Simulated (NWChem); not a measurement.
# CH5AsSi (SMILES C1[SiH2][AsH]1) at B3LYP/6-31G(d) (spherical functions), part 2 of 2

NWChem 7.3.0.

## Step 3: The distorted shape: a single-point energy at B3LYP/6-31G(d) (spherical functions)

File struct.nw:

```
start struct
memory total 2200 mb

geometry units au noautosym nocenter noautoz
  C   -3.47086564   0.39786483  -0.19229664
  Si  -0.67766146   1.61711612   1.49277214
  As  -3.03207124  -1.75755679   2.98849037
  H   -3.27603488  -0.62617776  -1.95597803
  H   -5.21016957   1.48237865  -0.09081835
  H   -0.91671181   4.09416913   2.76795933
  H    3.85655308   0.79803134  -0.52364311
  H   -1.20565094  -3.56545777   1.68155578
end

basis spherical bse
  * library 6-31G*
end

dft
  xc b3lyp
  mult 1
  grid xfine
  convergence energy 1e-08
  iterations 100
  mulliken
end

task dft energy
```

Command:

```sh
$ nwchem struct.nw > struct.out
```

What it wrote:

```text
Northwest Computational Chemistry Package (NWChem) 7.3.0
             --------------------------------------------------------

           Job information
           ---------------

    nwchem branch   = 7.3.0
    use scalapack   = T
    input           = struct.nw
    prefix          = struct.
    data base       = ./struct.db
    status          = startup
    nproc           =        1

           Memory information
           ------------------

    heap     =     72089596 doubles =      550.0 Mbytes
    stack    =     72089601 doubles =      550.0 Mbytes
    global   =    144179200 doubles =     1100.0 Mbytes (distinct from heap & stack)
    total    =    288358397 doubles =     2200.0 Mbytes
    verify   = yes
    hardfail = no

           Directory information
           ---------------------

  0 permanent = .
  0 scratch   = .

                                NWChem Input Module
                                -------------------

                             Geometry "geometry" -> ""
                             -------------------------

 Output coordinates in a.u. (scale by  1.000000000 to convert to a.u.)

  No.       Tag          Charge          X              Y              Z
 ---- ---------------- ---------- -------------- -------------- --------------
    1 C                    6.0000    -3.47086564     0.39786483    -0.19229664
    2 Si                  14.0000    -0.67766146     1.61711612     1.49277214
    3 As                  33.0000    -3.03207124    -1.75755679     2.98849037
[... 4 lines of this table left out ...]
    8 H                    1.0000    -1.20565094    -3.56545777     1.68155578

      Atomic Mass
      -----------

      C                 12.000000
      Si                27.976930
      As                74.921600
      H                  1.007825

 Effective nuclear repulsion energy (a.u.)     241.6612112867

            Nuclear Dipole moment (a.u.)
            ----------------------------
        X                 Y               Z
 ---------------- ---------------- ----------------
  -137.1228193200   -30.7896158200   120.2442879500

            XYZ format geometry
            -------------------
     8
 geometry
 C                    -1.83670313     0.21054102    -0.10175901
 Si                   -0.35860303     0.85574106     0.78994105
 As                   -1.60450312    -0.93005907     1.58144111
[... 4 lines of this table left out ...]
 H                    -0.63800305    -1.88675913     0.88984106

 ==============================================================================
                                internuclear distances
 ------------------------------------------------------------------------------
       center one      |      center two      | atomic units |       a.u.
 ------------------------------------------------------------------------------
    2 Si               |   1 C                |     3.48253  |     3.48253
    3 As               |   1 C                |     3.86727  |     3.86727
    3 As               |   2 Si               |     4.37822  |     4.37822
    4 H                |   1 C                |     2.04871  |     2.04871
    5 H                |   1 C                |     2.05223  |     2.05223
    6 H                |   2 Si               |     2.79625  |     2.79625
    8 H                |   3 As               |     2.88312  |     2.88312
 ------------------------------------------------------------------------------
                         number of included internuclear distances:          7
 ==============================================================================

 ==============================================================================
                                 internuclear angles
 ------------------------------------------------------------------------------
        center 1       |       center 2       |       center 3       |  degrees
 ------------------------------------------------------------------------------
    2 Si               |   1 C                |   3 As               |    72.91
    2 Si               |   1 C                |   4 H                |   121.02
    2 Si               |   1 C                |   5 H                |   118.09
    3 As               |   1 C                |   4 H                |   114.75
    3 As               |   1 C                |   5 H                |   110.49
    4 H                |   1 C                |   5 H                |   112.79
    2 Si               |   1 C                |   3 As               |    72.91
    1 C                |   2 Si               |   6 H                |   117.53
    3 As               |   2 Si               |   6 H                |   118.75
    3 As               |   1 C                |   2 Si               |    72.91
    1 C                |   3 As               |   8 H                |    92.78
    2 Si               |   3 As               |   8 H                |    89.30
 ------------------------------------------------------------------------------
                            number of included internuclear angles:         12
 ==============================================================================

 Summary of "ao basis" -> "" (spherical)
 ------------------------------------------------------------------------------
       Tag                 Description            Shells   Functions and Types
 ---------------- ------------------------------  ------  ---------------------
 *                           6-31G*                   on all atoms

                                 NWChem DFT Module
                                 -----------------

[... 24 lines left out ...]
  convergence criterion.
[... 1 line left out ...]
  convergence criterion.
[... 15 lines left out ...]
          Convergence on energy requested:  1.00D-08
          Convergence on density requested:  1.00D-05
          Convergence on gradient requested:  5.00D-04
[... 23 lines left out ...]
          Spatial weights used:  Erf1
[... 1 line left out ...]
          Convergence Information
[... 1 line left out ...]
          Convergence aids based upon iterative change in
          total energy or number of iterations.
[... 58 lines left out ...]
   convergence    iter        energy       DeltaE   RMS-Dens  Diis-err    time
[... 16 lines left out ...]
         Total DFT energy =    -2566.087111714690
      One electron energy =    -4050.323585650989
           Coulomb energy =     1353.749403161422
    Exchange-Corr. energy =     -111.174140511826
 Nuclear repulsion energy =      241.661211286702
[... 5 lines left out ...]
                       DFT Final Molecular Orbital Analysis
[... 450 lines left out ...]
[... 4 lines of this table left out ...]
              MO Center= -1.8D+00,  1.9D-01, -5.3D-02, r^2= 8.5D-01
   Bfn.  Coefficient  Atom+Function         Bfn.  Coefficient  Atom+Function
  ----- ------------  ---------------      ----- ------------  ---------------
    14      0.758903  1 C  d  2              13      0.493632  1 C  d  1
    12      0.370932  1 C  d  0              10      0.185925  1 C  d -2
    70     -0.178112  6 H  s                 11     -0.130459  1 C  d -1
[... 4 lines of this table left out ...]
              MO Center= -1.8D+00,  1.8D-01,  5.6D-03, r^2= 1.1D+00
   Bfn.  Coefficient  Atom+Function         Bfn.  Coefficient  Atom+Function
  ----- ------------  ---------------      ----- ------------  ---------------
     6      1.673987  1 C  s                 46     -0.729468  3 As s
     2     -0.644187  1 C  s                  9      0.610860  1 C  pz
    10     -0.583248  1 C  d -2              12      0.567773  1 C  d  0
[... 4 lines of this table left out ...]
              MO Center= -1.8D+00,  1.7D-01, -5.4D-02, r^2= 1.1D+00
   Bfn.  Coefficient  Atom+Function         Bfn.  Coefficient  Atom+Function
  ----- ------------  ---------------      ----- ------------  ---------------
    11      0.973827  1 C  d -1              46      0.615759  3 As s
    24     -0.562494  2 Si s                  9     -0.502069  1 C  pz
     8      0.420320  1 C  py                65     -0.398303  4 H  s
[... 4 lines of this table left out ...]
              MO Center= -1.7D+00,  2.6D-01, -6.8D-02, r^2= 1.1D+00
   Bfn.  Coefficient  Atom+Function         Bfn.  Coefficient  Atom+Function
  ----- ------------  ---------------      ----- ------------  ---------------
     6      1.025327  1 C  s                  7      0.812180  1 C  px
    13     -0.753108  1 C  d  1              24     -0.696417  2 Si s
    21      0.682652  2 Si px                10      0.670043  1 C  d -2
[... 4 lines of this table left out ...]
              MO Center= -1.9D+00,  2.2D-01, -1.5D-01, r^2= 1.0D+00
   Bfn.  Coefficient  Atom+Function         Bfn.  Coefficient  Atom+Function
  ----- ------------  ---------------      ----- ------------  ---------------
    12      0.762906  1 C  d  0              67      0.732363  5 H  s
    65     -0.692509  4 H  s                 10      0.549687  1 C  d -2
    11      0.493263  1 C  d -1               7      0.429986  1 C  px
[... 4 lines of this table left out ...]
              MO Center= -1.6D+00, -9.2D-01,  1.6D+00, r^2= 5.7D-01
   Bfn.  Coefficient  Atom+Function         Bfn.  Coefficient  Atom+Function
  ----- ------------  ---------------      ----- ------------  ---------------
    59      0.976352  3 As d  2              54     -0.654835  3 As d  2
    56     -0.549384  3 As d -1              64     -0.433220  3 As d  2
    57     -0.404100  3 As d  0              51      0.368512  3 As d -1
[... 4 lines of this table left out ...]
              MO Center= -1.6D+00, -9.3D-01,  1.6D+00, r^2= 5.8D-01
   Bfn.  Coefficient  Atom+Function         Bfn.  Coefficient  Atom+Function
  ----- ------------  ---------------      ----- ------------  ---------------
    57      0.793564  3 As d  0              55      0.637972  3 As d -2
    59      0.581909  3 As d  2              52     -0.526972  3 As d  0
    50     -0.423176  3 As d -2              54     -0.386158  3 As d  2
[... 4 lines of this table left out ...]
              MO Center= -1.6D+00, -9.3D-01,  1.6D+00, r^2= 6.0D-01
   Bfn.  Coefficient  Atom+Function         Bfn.  Coefficient  Atom+Function
  ----- ------------  ---------------      ----- ------------  ---------------
    58      1.124966  3 As d  1              53     -0.740686  3 As d  1
    46     -0.632612  3 As s                 63     -0.571248  3 As d  1
    55     -0.364280  3 As d -2              74      0.329511  8 H  s
[... 4 lines of this table left out ...]
              MO Center= -1.6D+00, -9.5D-01,  1.6D+00, r^2= 6.4D-01
   Bfn.  Coefficient  Atom+Function         Bfn.  Coefficient  Atom+Function
  ----- ------------  ---------------      ----- ------------  ---------------
    55      0.827713  3 As d -2              57     -0.785268  3 As d  0
    50     -0.534799  3 As d -2              52      0.507150  3 As d  0
    60     -0.476886  3 As d -2              62      0.459650  3 As d  0
[... 4 lines of this table left out ...]
              MO Center= -1.6D+00, -9.6D-01,  1.6D+00, r^2= 6.6D-01
   Bfn.  Coefficient  Atom+Function         Bfn.  Coefficient  Atom+Function
  ----- ------------  ---------------      ----- ------------  ---------------
    56      1.046682  3 As d -1              46      0.793751  3 As s
    61     -0.688484  3 As d -1              51     -0.661991  3 As d -1
    55     -0.523629  3 As d -2              24     -0.462637  2 Si s
    48      0.422120  3 As py                59      0.398960  3 As d  2
     6     -0.369897  1 C  s                 50      0.331694  3 As d -2

     ---------------------------------------------
      Total Density - Mulliken Population Analysis
     ---------------------------------------------

    Atom       Charge   Shell Charges
 -----------   ------   -------------------------------------------------------
    1 C    6     6.54   2.00  0.67  2.06  0.67  1.12  0.02
    2 Si  14    13.73   2.00  2.00  5.96  1.03  1.71  0.38  0.53  0.13
    3 As  33    33.05   2.00  2.00  6.00  2.00  5.98  1.54  2.46  0.31  0.65  6.89  2.93  0.29
[... 4 lines of this table left out ...]
    8 H    1     0.95   0.48  0.48

     -------------------------------------------
      Total Density - Lowdin Population Analysis
     -------------------------------------------

    Atom       Charge   Shell Charges
 -----------   ------   -------------------------------------------------------
    1 C    6     6.52   1.99  0.58  1.88  0.47  1.56  0.05
    2 Si  14    13.76   2.00  1.98  5.88  0.73  1.57  0.45  0.98  0.17
    3 As  33    33.04   2.00  2.00  5.99  1.99  5.88  1.15  2.22  0.51  1.15  6.67  3.08  0.41
[... 4 lines of this table left out ...]
    8 H    1     0.93   0.47  0.47

 center of mass
 --------------
 x =  -2.45612399 y =  -0.66253271 z =   2.21158135

 moments of inertia (a.u.)
 ------------------
         446.807402891085        -154.795093949147          47.389723336963
        -154.795093949147         338.148382244802         145.109180612239
          47.389723336963         145.109180612239         464.950395394419

     Multipole analysis of the density
     ---------------------------------

     L   x y z        total         alpha         beta         nuclear
     -   - - -        -----         -----         ----         -------
     0   0 0 0     -0.000000    -29.000000    -29.000000     58.000000

     1   1 0 0     -0.596206     68.263307     68.263307   -137.122819
[... 8 lines of this table left out ...]
     2   0 0 2    -30.664408   -185.703215   -185.703215    340.742023

 Task  times  cpu:       29.5s     wall:       29.5s
 Total times  cpu:       29.6s     wall:       29.6s
```

Run time: 30 s. Hardware: 1 thread of Intel Xeon 6975P-C (Granite Rapids), shared host; peak memory 0.14 GiB.

## Step 4: Summary of results

This closing draws on all 2 parts.

At B3LYP/6-31G* (spherical functions):

```
                                                          quantity           value
                                         first shape: total energy  -2566.20469 Eh
                                        first shape: dipole moment          1.16 D
                                          first shape: HOMO energy        -6.57 eV
                                          first shape: LUMO energy        -0.36 eV
                                        first shape: HOMO–LUMO gap         6.21 eV
                             first shape: largest force on an atom      0.644 eV/Å
                                     distorted shape: total energy  -2566.08711 Eh
                                    distorted shape: dipole moment          1.60 D
                                      distorted shape: HOMO energy        -6.71 eV
                                      distorted shape: LUMO energy        -3.03 eV
                                    distorted shape: HOMO–LUMO gap         3.69 eV
energy change with the Si2–H7 bond stretched from 1.479 to 2.662 Å        3.199 eV
```

**Reading.** One bond (distorted shape) is far stretched, which a spin-restricted single reference describes badly; a broken-symmetry solution may lie lower. With the Si2–H7 bond stretched from 1.479 to 2.662 Å the energy rises by 3.20 eV (309 kJ/mol). The first shape isn't relaxed at this level, so the change isn't measured from a minimum. A restricted reference can't describe the breaking bond well at this length. The largest force (first shape) is 0.64 eV/Å: the shape isn't a stationary point for this species at this level.
